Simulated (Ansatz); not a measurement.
# BFH4O2S: the cost of one run

Program: Ansatz 0.2.0, Gaussian basis. Level of theory: PBE0-D4, def2-SVP first, then def2-TZVP. These are calculated values, not measurements.

152 further runs of the same task are left out: 152 set aside as unsound or not needed.

## 1. Starting geometry

The guess: 9 atoms, charge 0, spin multiplicity 1.

Atoms are counted from 1 here; the program's logs count them from 0.

Bond lengths: B1–O3 1.329 Å, B1–O4 1.335 Å, B1–S6 1.998 Å, O3–H7 0.954 Å, O4–H8 0.956 Å, H5–S6 1.527 Å, S6–H9 1.328 Å. Angles: O3–B1–O4 125.9°, O3–B1–S6 120.3°, O4–B1–S6 109.7°, B1–O3–H7 120.7°, B1–O4–H8 116.4°, B1–S6–H5 70.0°, B1–S6–H9 93.7°, H5–S6–H9 92.2°.

Coordinates:

```
B    -0.27060   -0.24160    0.29570
F     0.14360    1.65450   -0.23170
O    -1.59640   -0.22340    0.38960
O     0.58110   -0.51240    1.28700
H     0.58000    0.90360   -1.18860
S     0.60950   -0.59810   -1.46270
H    -2.13240    0.09020   -0.33520
H     0.26620   -0.34990    2.17510
H     1.81900   -0.72300   -0.92930
```

Distances that are to change: B1–S6 2.00 Å, F2–H5 1.29 Å, B1–F2 2.01 Å, H5–S6 1.53 Å.

## 2. Relaxing the guess with the reacting distances held

Input file hold/in.yaml:

```yaml
crystal:
  periodic: [false, false, false]
  atoms:
    - {symbol: B, position_ang: [-0.270600, -0.241600, 0.295700]}
    - {symbol: F, position_ang: [0.143600, 1.654500, -0.231700]}
    - {symbol: O, position_ang: [-1.596400, -0.223400, 0.389600]}
    - {symbol: O, position_ang: [0.581100, -0.512400, 1.287000]}
    - {symbol: H, position_ang: [0.580000, 0.903600, -1.188600]}
    - {symbol: S, position_ang: [0.609500, -0.598100, -1.462700]}
    - {symbol: H, position_ang: [-2.132400, 0.090200, -0.335200]}
    - {symbol: H, position_ang: [0.266200, -0.349900, 2.175100]}
    - {symbol: H, position_ang: [1.819000, -0.723000, -0.929300]}
basis:
  gaussian: {orbitals: def2-SVP}
hamiltonian: {xc: pbe0, dispersion: d4}
relax: {f_tol: 0.04, max_steps: 150, escape_saddle: false, constraints: [{distance: [0, 5]}, {distance: [1, 4]}, {distance: [0, 1]}, {distance: [4, 5]}]}
```

The run is started by

```
> ansatz run in.yaml --threads 4 --pin off --events-out ev --progress --plain --max-ram 9574MiB
```

**Question.** How long does this run take on 4 threads of Intel Xeon Platinum 8259CL at 2.50GHz, shared host?

About 20 s.
